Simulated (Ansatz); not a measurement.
**KI: ionisation energy by level of theory**

One table from this session's results is given with a row withheld; the runs are named, their logs left out.

Program: Ansatz 0.2.0, Gaussian basis. Level of theory: unrestricted cation, the program's frozen cores in correlated methods. These are calculated values, not measurements.

Levels to be run: UKS PBE-D4/def2-TZVPP; UKS r2SCAN-D4/def2-TZVPP; UKS PBE0-D4/def2-TZVPP; UKS B3LYP-D4/def2-TZVPP; UKS wB97X-V/def2-TZVPP; UKS wB97M-V/def2-TZVPP; UKS B2PLYP/def2-TZVPP; UHF-CCSD(T)/def2-TZVPP; UHF-CCSD(T)/def2-QZVPP; extrapolation to the limit; then −ε(HOMO) from the neutral's earlier runs with LDA (SPW92), PBE-D4, revPBE-D4, BLYP-D4, r2SCAN-D4, B97M-V, PBE0-D4, B3LYP-D4, r2SCANh-D4, r2SCAN0-D4, HSE06-D4, BHLYP-D4, CAM-B3LYP-D4, LC-ωPBE, ωB97X-V, ωB97M-V.

**The geometry**

All runs share one geometry, relaxed beforehand with PBE0-D4 in a triple-zeta def2 set. I takes the def2 core potential; no spin-orbit term is included.

SMILES `[K][I]`, 2 atoms, charge 0, spin multiplicity 1.

Atoms are counted from 1 here; the program's logs count them from 0.

Bond lengths: K1–I2 3.071 Å.

Set-up of the first run:

in.yaml reads:

```yaml
crystal:
  periodic: [false, false, false]
  atoms:
    - {symbol: K, position_ang: [0.000000, 0.000000, -0.011368]}
    - {symbol: I, position_ang: [-0.000000, -0.000000, 3.059212]}
basis:
  gaussian: {orbitals: def2-TZVPP}
total_charge: 1
magnetization: {spin_polarized: true, initial_magnetization: 1}
hamiltonian: {xc: pbe, dispersion: d4}
```

Launch:

```bash
$ ansatz run in.yaml --threads 2 --pin off --events-out ev --progress --plain --max-ram 32768MiB --backend cpu
```

Steps of the session up to this table: Cation, UKS PBE-D4/def2-TZVPP; Cation, UKS r2SCAN-D4/def2-TZVPP; Cation, UKS PBE0-D4/def2-TZVPP; Cation, UKS B3LYP-D4/def2-TZVPP; Cation, UKS wB97X-V/def2-TZVPP; Cation, UKS wB97M-V/def2-TZVPP; Cation, UKS B2PLYP (frozen core)/def2-TZVPP; Cation, UHF-CCSD(T)/def2-TZVPP; Cation, UHF-CCSD(T)/def2-QZVPP.

One of the session's tables, all rows but one given; the rest of the session is left out.

Orbital estimates, from the neutral's runs:

| functional | −ε(HOMO) (eV) |
| --- | --- |
| LDA (SPW92) | 4.62 |
| PBE-D4 | 4.46 |
| revPBE-D4 | 4.40 |
| BLYP-D4 | 4.30 |
| r2SCAN-D4 | ? |
| B97M-V | 4.61 |
| PBE0-D4 | 5.47 |
| B3LYP-D4 | 5.25 |
| r2SCANh-D4 | 5.04 |
| r2SCAN0-D4 | 5.62 |
| HSE06-D4 | 5.08 |
| BHLYP-D4 | 6.35 |
| CAM-B3LYP-D4 | 6.67 |
| LC-ωPBE | 7.95 |
| ωB97X-V | 7.64 |
| ωB97M-V | 7.54 |

Estimate the missing values for r2SCAN-D4.

Worked estimate for «−ε(HOMO) (eV)». Against the share of exact exchange, r2SCANh-D4 (0.1, 5.04), r2SCAN0-D4 (0.25, 5.62) give a slope of 3.87 per unit share; at 0 the line stands at 4.65.

**Answer.** −ε(HOMO) (eV): 4.65. In «−ε(HOMO) (eV)» the line misses by 0.00.
